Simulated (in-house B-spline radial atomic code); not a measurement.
# Pt³⁷⁺: parity violation, electron EDM and field shifts

Aim: for Pt³⁷⁺, one electron outside the core [Kr] 4d3/2^4, the dipole amplitudes that the weak charge of the nucleus induces, the enhancement of an electron EDM and the field-shift constants, at three levels.

Method: Dirac-Hartree-Fock, RPA and Brueckner orbitals, sums over states, B-spline basis. Code: an in-house B-spline radial atomic code, version 1.

## 1. Starting point

* element: platinum (Z = 78)
* charge: +37
* closed core: [Kr] 4d3/2^4
* nucleus: mass number 195, rms radius 5.427 fm
* note: closed in jj coupling only

## 2. The run and its levels

The run's settings:

```ini
basis_form = 2
Z = 78
core_configuration = [Kr] 4d-4
rms_radius = 5.427
mass_number = 195
speed_of_light = 137.035999084
box_radius = 1.842
lmax = 6
intervals = 55
virtual_cutoff = 12168.0
```

Run with:

```bash
python run_mb.py task.json out
```

task.json holds these settings.

Further steps of the session: Weak-charge mixing; Electron EDM and scalar-pseudoscalar coupling; Field shifts.

Q: Predict the outcome of this session. Wanted: E1; EDM enhancement, 5s1/2; atomic EDM per C_SP and nucleon, 5s1/2; field shift, 5s1/2.

The runs gave:

```
                               quantity                   value
E1 (6s1/2 – 5s1/2) per unit weak charge  0.01111 × 10⁻¹¹ e bohr
                 EDM enhancement, 5s1/2                   251.5
 atomic EDM per C_SP and nucleon, 5s1/2     -1.405 × 10⁻²⁰ e cm
                     field shift, 5s1/2            1177 GHz/fm²
```

In words: For 6s1/2 – 5s1/2 core polarisation (RPA) moves the amplitude by -9.5 % and the Brueckner orbitals by a further -0.072 %. The EDM enhancement of 5s1/2 is 252, so in that state the EDM exceeds the electron's own. It is not the lowest valence state computed (4d5/2). These effects come from s and p1/2 electrons at the nucleus and grow steeply with Z. 5p3/2 has no density at the nucleus, so its DHF field shift is near zero; the RPA value, -52.4 GHz/fm², comes from the core's response and has the opposite sign to that of the s states. Breit, QED, the neutron skin and higher orders are left out.
